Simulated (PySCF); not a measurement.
# CH5In (InH2Me), run twice

Aim: the energy of CH5In (InH2Me) at HFLYP/TZP-DKH (sfX2C).

The results are computed with PySCF 2.14.0.

1 further run of the same task is left out (for a known fault of the program).

### 1 The system as given

The species is CH5In (7 atoms), meant as a singlet with charge 0. SMILES: `[H][In]([H])[CH3]`. The shape comes from GFN2-xTB, which is rough for such elements, and wasn't checked as a minimum.

Bond lengths: In1–C4 2.214 Å, In1–H2 1.738 Å, In1–H3 1.738 Å, C4–H5 1.090 Å, C4–H6 1.090 Å, C4–H7 1.090 Å. Angles: In1–C4–H5 109.8°, In1–C4–H6 109.7°, In1–C4–H7 109.6°, H2–In1–C4 124.3°, H3–In1–C4 124.4°, H5–C4–H6 109.0°, H5–C4–H7 108.9°, H6–C4–H7 109.8°, H2–In1–H3 111.3°.

### 2 Try one

run.py

```python
from pyscf import gto, dft

mol = gto.Mole()
mol.atom = '''
In     1.074479     1.873418    -0.000246
H      4.347995     2.126093     0.059867
H     -0.351017     4.830612    -0.079161
C     -1.009548    -1.754819     0.007446
H     -1.180266    -2.467000    -1.917902
H     -2.895457    -1.471001     0.787959
H      0.013795    -3.137304     1.142037
'''
mol.verbose = 4
mol.spin = 0
mol.basis = 'tzp-dkx'
mol.unit = 'bohr'
mol.charge = 0
mol.max_memory = 1860
mol.build()

mf = dft.RKS(mol, xc='hflyp')
mf = mf.x2c()
mf.kernel()

etot = mf.e_tot
print('E = %.10f Eh' % etot)
```

Started as:

```bash
$ OMP_NUM_THREADS=1 python run.py
```

Output:

```text
pyscf.lib.exceptions.BasisNotFoundError: tzp-dkx
```

Wall time 0.5 s (1 thread of AMD EPYC 9R45 (Zen 5), shared host); peak memory 0.11 GiB.

### 3 Reading the log

The program refused the input.

The log says `pyscf.lib.exceptions.BasisNotFoundError: tzp-dkx`. The fault: the input text is malformed or holds a word that the program doesn't know.

### 4 Try two

input.py

```python
# InH2Me
from pyscf import gto, dft

mol = gto.M(
    atom='''
In     1.074479     1.873418    -0.000246
H      4.347995     2.126093     0.059867
H     -0.351017     4.830612    -0.079161
C     -1.009548    -1.754819     0.007446
H     -1.180266    -2.467000    -1.917902
H     -2.895457    -1.471001     0.787959
H      0.013795    -3.137304     1.142037
''',
    max_memory=1860,
    verbose=4,
    unit='bohr',
    basis='tzp-dkh',
)

mf = dft.RKS(mol)
mf.xc = 'hflyp'
mf = mf.sfx2c1e()
mf.kernel()

e_final = mf.e_tot
print('E = %.10f Eh' % e_final)
```

Started as:

```bash
$ OMP_NUM_THREADS=1 python input.py
```

Output:

```text
PySCF version 2.14.0

[INPUT] num. atoms = 7
[INPUT] num. electrons = 60
[INPUT] charge = 0
[INPUT] spin (= nelec alpha-beta = 2S) = 0
[INPUT] symmetry False subgroup None
[INPUT] Mole.unit = bohr
[INPUT] Symbol           X                Y                Z      unit          X                Y                Z       unit  Magmom
[INPUT]  1 In     0.568589800412   0.991370112127  -0.000130177594 AA    1.074479000000   1.873418000000  -0.000246000000 Bohr   0.0
[INPUT]  2 H      2.300859867194   1.125079963897   0.031680252086 AA    4.347995000000   2.126093000000   0.059867000000 Bohr   0.0
[INPUT]  3 H     -0.185750197046   2.556249785197  -0.041890197194 AA   -0.351017000000   4.830612000000  -0.079161000000 Bohr   0.0
[INPUT]  4 C     -0.534229794930  -0.928610224089   0.003940253513 AA   -1.009548000000  -1.754819000000   0.007446000000 Bohr   0.0
[INPUT]  5 H     -0.624569870024  -1.305480179340  -1.014910031178 AA   -1.180266000000  -2.467000000000  -1.917902000000 Bohr   0.0
[INPUT]  6 H     -1.532209859599  -0.778420206441   0.416969945939 AA   -2.895457000000  -1.471001000000   0.787959000000 Bohr   0.0
[INPUT]  7 H      0.007299999625  -1.660189780528   0.604339954427 AA    0.013795000000  -3.137304000000   1.142037000000 Bohr   0.0

nuclear repulsion = 140.536544210919
number of shells = 64
number of NR pGTOs = 261
number of NR cGTOs = 174
basis = tzp-dkh
ecp = {}

******** <class 'pyscf.x2c.sfx2c1e.sfX2C1eRKS'> ********
method = sfX2C1eRKS
initial guess = minao
damping factor = 0
level_shift factor = 0
DIIS = <class 'pyscf.scf.diis.CDIIS'>
diis_start_cycle = 1
diis_space = 8
diis_damp = 0
SCF conv_tol = 1e-09
SCF conv_tol_grad = None
SCF max_cycles = 50
direct_scf = True
direct_scf_tol = 1e-13
XC library pyscf.dft.libxc version 7.0.0
    S. Lehtola, C. Steigemann, M. J.T. Oliveira, and M. A.L. Marques.,  SoftwareX 7, 1–5 (2018)
XC functionals = hflyp
    C. Lee, W. Yang, and R. G. Parr.,  Phys. Rev. B 37, 785 (1988)
    B. Miehlich, A. Savin, H. Stoll, and H. Preuss.,  Chem. Phys. Lett. 157, 200 (1989)
radial grids:
    Treutler-Ahlrichs [JCP 102, 346 (1995); DOI:10.1063/1.469408] (M4) radial grids

becke partition: Becke, JCP 88, 2547 (1988); DOI:10.1063/1.454033
pruning grids: <function nwchem_prune>
grids dens level: 3
symmetrized grids: False
atomic radii adjust function: <function treutler_atomic_radii_adjust>
small_rho_cutoff = 0

******** <class 'pyscf.x2c.sfx2c1e.SpinFreeX2CHelper'> ********
approx = 1e
xuncontract = 1
Set gradient conv threshold to 3.16228e-05
Initial guess from minao.
tot grids = 85032
init E= -5915.74787268463
  HOMO = -0.484061044588681  LUMO = -0.217907746867107  gap/eV = 7.24240
cycle= 1 E= -5916.85226926793  delta_E= -1.1  |g|= 0.503  |ddm|=  2.6
  HOMO = -0.374600518908445  LUMO = 0.0349078951516948  gap/eV = 11.14329
cycle= 2 E= -5916.90556764866  delta_E= -0.0533  |g|= 0.237  |ddm|= 0.895
  HOMO = -0.410393286723001  LUMO = 0.00755475153827301  gap/eV = 11.37295
cycle= 3 E= -5916.91441208179  delta_E= -0.00884  |g|= 0.0321  |ddm|= 0.304
  HOMO = -0.414117746355944  LUMO = 0.00745162359859208  gap/eV = 11.47149
cycle= 4 E= -5916.91491962792  delta_E= -0.000508  |g|= 0.0089  |ddm|= 0.0742
  HOMO = -0.413239409954308  LUMO = 0.00853576037172321  gap/eV = 11.47709
cycle= 5 E= -5916.91494498884  delta_E= -2.54e-05  |g|= 0.00308  |ddm|= 0.014
  HOMO = -0.41305602913573  LUMO = 0.00885783422053732  gap/eV = 11.48086
cycle= 6 E= -5916.91494789959  delta_E= -2.91e-06  |g|= 0.00063  |ddm|= 0.00483
  HOMO = -0.413182272974955  LUMO = 0.00884955288456113  gap/eV = 11.48407
cycle= 7 E= -5916.91494811387  delta_E= -2.14e-07  |g|= 0.000229  |ddm|= 0.00147
  HOMO = -0.413142712489783  LUMO = 0.00885110554508461  gap/eV = 11.48304
cycle= 8 E= -5916.91494814147  delta_E= -2.76e-08  |g|= 8.6e-05  |ddm|= 0.000546
  HOMO = -0.41314713419174  LUMO = 0.00885626064188716  gap/eV = 11.48330
cycle= 9 E= -5916.91494814557  delta_E= -4.1e-09  |g|= 1.71e-05  |ddm|= 0.000192
  HOMO = -0.413145022901434  LUMO = 0.00885702630217478  gap/eV = 11.48326
cycle= 10 E= -5916.91494814588  delta_E= -3.09e-10  |g|= 3.54e-06  |ddm|= 5.92e-05
  HOMO = -0.413144576782154  LUMO = 0.00885733374132369  gap/eV = 11.48326
Extra cycle  E= -5916.91494814589  delta_E= -3.64e-12  |g|= 1.53e-06  |ddm|= 7.6e-06
converged SCF energy = -5916.91494814589
E = -5916.9149481459 Eh
```

Run time: 16 s. Hardware: 1 thread of AMD EPYC 9R45 (Zen 5), shared host; peak memory 1.4 GiB.

### 5 Summary of results

At HFLYP/TZP-DKH (sfX2C):

| quantity | value |
| --- | --- |
| total energy | -5916.91495 Eh |
| dipole moment | 0.93 D |
| HOMO energy | -11.24 eV |
| LUMO energy | 0.24 eV |
| HOMO–LUMO gap | 11.48 eV |

**Reading.** Mulliken charges run from -0.43 on C4 to +0.54 on In1; they depend strongly on the basis.
